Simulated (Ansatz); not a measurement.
Task: a formation energy from the elements of Zr4Al3 and its elements, with Ansatz 0.2.0, Python API. Give the script and its output. Use (first run): r2SCAN, PAW, cutoff 550 eV, 5×5×5 k-points, cold smearing of 0.05 eV.

`formation_zr4al3.py`:
```python
"""Formation energy of Zr4Al3 from the elements, after relaxing atoms and volume at fixed cell shape."""

from collections import Counter
import warnings

import ansatz as az
from ase import Atoms
import numpy as np

ECUT = 550
KSPACING = 0.27
OCCUPATIONS = "cold"
WIDTH_EV = 0.05


def compute(name, crystal):
    calc = (
        crystal.calculation()
        .functional(az.Functional.R2SCAN)
        .basis(ECUT)
        .kpoints(spacing=KSPACING)
        .occupations(OCCUPATIONS, width=WIDTH_EV)
        .stress()
    )
    calc = calc.relax(force_tolerance=0.03, fix_cell=["shape"])
    return calc.run()


def counts(outcome):
    return Counter(site.symbol for site in outcome.lattice.sites)

def formation_energy(outcome, mu):
    n = counts(outcome)
    return (outcome.report["energy_sigma0_ev"] - sum(k * mu[element] for element, k in n.items())) / sum(n.values())


def volume_per_atom(outcome):
    return abs(np.linalg.det(outcome.lattice.cell_ang)) / len(outcome.lattice.sites)


def main() -> None:
    warnings.simplefilter("ignore", az.DeckWarning)

    phases = {}
    zr4al3 = (
        az.Lattice.from_parameters(5.438074, 5.438074, 5.398325, alpha=90, beta=90, gamma=120)
        .space_group(191)
        .atom("Zr", (0.0, 0.0, 0.260335))
        .atom("Zr", (1 / 3, 2 / 3, 0.5))
        .atom("Al", (0.0, 0.5, 0.0))
    )
    phases["Zr4Al3"] = zr4al3
    zr = (
        az.Lattice.from_parameters(3.232, 3.232, 5.147, alpha=90, beta=90, gamma=120)
        .space_group(194)
        .atom("Zr", (1 / 3, 2 / 3, 0.25))
    )
    phases["Zr"] = zr
    atoms = Atoms(
        ["Al"],
        scaled_positions=[
            (0.0, 0.0, 0.0),
        ],
        cell=[
            (0.0, 2.024805, 2.024805),
            (2.024805, 0.0, 2.024805),
            (2.024805, 2.024805, 0.0),
        ],
        pbc=True,
    )
    al = az.Crystal.from_ase(atoms)
    phases["Al"] = al

    done = {name: compute(name, crystal) for name, crystal in phases.items()}

    # energy of one atom in its reference phase
    references = {"Zr": "Zr", "Al": "Al"}
    mu = {element: done[name].report["energy_sigma0_ev"] / len(done[name].lattice.sites) for element, name in references.items()}

    target = done["Zr4Al3"]
    heat = formation_energy(target, mu)
    n = counts(target)
    print("cell content:", dict(n), " volume", round(volume_per_atom(target), 3), "A^3/atom")
    print("formation energy", round(heat, 4), "eV/atom,", round(heat * sum(n.values()), 4), "eV per cell")
    print("bound against the elements" if heat < 0 else "unbound against the elements")


if __name__ == "__main__":
    main()
```

Output of `python formation_zr4al3.py`:
```text
cell content: {<Element.ZR: 'Zr'>: 4, <Element.AL: 'Al'>: 3}  volume 19.706 A^3/atom
formation energy -0.5245 eV/atom, -3.6714 eV per cell
bound against the elements
```

Notes:
- For the metals among these phases the mesh is modest: differences between phases can be off by up to 40 meV an atom.
- Atoms and volume are relaxed with the cell's shape held, which in cells of lower than cubic symmetry can hide stresses and shift volumes.
- The cells come from databases of deposited and of computed structures, and not all need be stable phases.
- The compound is the structure given, not necessarily its lowest; energies are at zero temperature, with no correction for gases. A semilocal functional's error on such energies is often 0.05 to 0.1 eV an atom, and 0.1 to 0.3 eV against gases such as O2 or F2.
- It ran for 64 s on 1 thread of Arm Neoverse V1 (shared host), peak memory 0.9 GiB.

(Lines on the test bed's own set-up are left out of the output.)
